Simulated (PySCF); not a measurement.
# Cl6Ta ([TaCl6]-): the cost of one run

Computed with PySCF 2.14.0 and routines of our own; the level stands in each step. Atoms count from 0.

### Step 1. The system as given

7 atoms, charge -1, multiplicity 1; geometry from: GFN2-xTB.

### Step 2. Relaxing the molecule at PBE0-D3(BJ)/def2-SVP

Job settings and geometry (Å):

```
{"job": {"xc": "PBE0", "basis": "def2-SVP", "d3": "d3bj", "grid": 1, "maxiter": 30, "shake": 0.03, "kind": "geom"}, "charge": -1, "multiplicity": 1}
Ta     0.061460    -0.076520     0.012550
Cl    -0.024400    -0.013190     2.350710
Cl    -0.030040     0.011850    -2.382820
Cl     2.456770     0.004410     0.003280
Cl    -2.365140    -0.037110    -0.055780
Cl    -0.031330     2.371560     0.006830
Cl     0.024540    -2.363000    -0.003320
```

Command:

```sh
OMP_NUM_THREADS=1 python heavy_run.py task.json out
```

This one command runs all jobs of the session in turn.

Q: Estimate the wall time and peak memory of this first job on 1 thread of Arm Neoverse V1, shared host.

About 2.2 min, with a peak of 0.57 GiB.
